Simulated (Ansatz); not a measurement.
**Triethylgallium (TEGa) (C6H15Ga): how energies converge with the basis set**

How large a basis does triethylgallium (TEGa) (C6H15Ga) need? Two functionals are run in growing sets.

The runs use Ansatz 0.2.0, Gaussian basis; one geometry, several basis sets.

Levels to be run: PBE0-D4/def2-SVP; ωB97M-V/def2-SVP; PBE0-D4/def2-QZVPP; ωB97M-V/def2-QZVPP; the functionals' def2-TZVPP values are taken from earlier runs.

### 1 Structure used throughout

The geometry comes from an earlier relaxation with PBE0-D4 in a triple-zeta def2 set; it is a stationary point, not always the lowest conformer.

SMILES `C[CH2][Ga]([CH2]C)[CH2]C`, 22 atoms, charge 0, spin multiplicity 1.

Atoms are counted from 1 here; the program's logs count them from 0.

Bond lengths: C1–C2 1.524 Å, C1–H8 1.094 Å, C1–H9 1.095 Å, C1–H10 1.094 Å, C2–Ga3 1.985 Å, C2–H11 1.097 Å, C2–H12 1.097 Å, Ga3–C4 1.985 Å, Ga3–C6 1.985 Å, C4–C5 1.524 Å, C4–H13 1.097 Å, C4–H14 1.097 Å, C5–H15 1.095 Å, C5–H16 1.094 Å, C5–H17 1.094 Å, C6–C7 1.524 Å, C6–H18 1.097 Å, C6–H19 1.097 Å and more. Angles: C2–C1–H8 111.7°, C2–C1–H9 112.3°, C2–C1–H10 111.7°, H8–C1–H9 107.1°, H8–C1–H10 106.7°, H9–C1–H10 107.1°, C1–C2–Ga3 115.8°, C1–C2–H11 110.6°, C1–C2–H12 110.6°, Ga3–C2–H11 107.4°, Ga3–C2–H12 107.4°, H11–C2–H12 104.5°, C2–Ga3–C4 120.0°, C2–Ga3–C6 120.0°, C4–Ga3–C6 120.0°, Ga3–C4–C5 115.8°, Ga3–C4–H13 107.4°, Ga3–C4–H14 107.3° and more.

Geometry (Å):

```xyz
22

C     0.0545    2.8725    0.8004
C     0.8160    1.8063    0.0211
Ga   -0.0028   -0.0024    0.0047
C     0.8811   -1.4835   -0.9789
C     2.1781   -1.1237   -1.6947
C    -1.7049   -0.3303    0.9730
C    -2.2539   -1.7499    0.8879
H    -0.0580    2.5999    1.8535
H     0.5560    3.8454    0.7713
H    -0.9544    3.0187    0.4048
H     1.8365    1.7000    0.4098
H     0.9505    2.1144   -1.0232
H     0.1488   -1.8888   -1.6882
H     1.0493   -2.2973   -0.2625
H     2.6156   -1.9809   -2.2169
H     2.0240   -0.3379   -2.4393
H     2.9342   -0.7514   -0.9978
H    -2.4406    0.3910    0.5962
H    -1.5468   -0.0404    2.0193
H    -3.1916   -1.8662    1.4414
H    -2.4522   -2.0451   -0.1462
H    -1.5486   -2.4808    1.2929
```

### 2 PBE0-D4 in def2-SVP

File in.yaml:

```yaml
crystal:
  periodic: [false, false, false]
  atoms:
    - {symbol: C, position_ang: [0.054503, 2.872452, 0.800441]}
    - {symbol: C, position_ang: [0.816038, 1.806270, 0.021076]}
    - {symbol: Ga, position_ang: [-0.002786, -0.002417, 0.004721]}
    - {symbol: C, position_ang: [0.881061, -1.483472, -0.978866]}
    - {symbol: C, position_ang: [2.178083, -1.123702, -1.694653]}
    - {symbol: C, position_ang: [-1.704858, -0.330277, 0.972997]}
    - {symbol: C, position_ang: [-2.253949, -1.749876, 0.887931]}
    - {symbol: H, position_ang: [-0.058048, 2.599894, 1.853465]}
    - {symbol: H, position_ang: [0.555952, 3.845395, 0.771347]}
    - {symbol: H, position_ang: [-0.954431, 3.018657, 0.404844]}
    - {symbol: H, position_ang: [1.836500, 1.700031, 0.409816]}
    - {symbol: H, position_ang: [0.950539, 2.114447, -1.023246]}
    - {symbol: H, position_ang: [0.148799, -1.888777, -1.688208]}
    - {symbol: H, position_ang: [1.049295, -2.297292, -0.262508]}
    - {symbol: H, position_ang: [2.615563, -1.980921, -2.216865]}
    - {symbol: H, position_ang: [2.023995, -0.337878, -2.439341]}
    - {symbol: H, position_ang: [2.934163, -0.751415, -0.997832]}
    - {symbol: H, position_ang: [-2.440605, 0.391042, 0.596166]}
    - {symbol: H, position_ang: [-1.546828, -0.040364, 2.019310]}
    - {symbol: H, position_ang: [-3.191552, -1.866152, 1.441374]}
    - {symbol: H, position_ang: [-2.452186, -2.045067, -0.146179]}
    - {symbol: H, position_ang: [-1.548551, -2.480777, 1.292910]}
basis:
  gaussian: {orbitals: def2-SVP}
hamiltonian: {xc: pbe0, dispersion: d4}
output: {orbitals: {seedname: orbitals}}
```

On the command line:

```bash
$ ansatz run in.yaml --threads 4 --pin off --events-out ev --progress --plain --max-ram 63488MiB --backend cpu
```

After this run come: ωB97M-V in def2-SVP; PBE0-D4 in def2-QZVPP; ωB97M-V in def2-QZVPP.

**Question.** What will the summary of the whole plan be? Wanted: PBE0-D4: double and triple zeta above quadruple; ωB97M-V: double and triple zeta above quadruple.

The runs gave:

| quantity | value |
| --- | --- |
| PBE0-D4: double and triple zeta above quadruple | 15.29, 1.55 eV |
| ωB97M-V: double and triple zeta above quadruple | 15.69, 1.52 eV |

PBE0-D4 gains 13.73 eV from double to triple zeta, then 1.55 eV more. Total energies overstate the basis error of differences, where much of it tends to cancel.
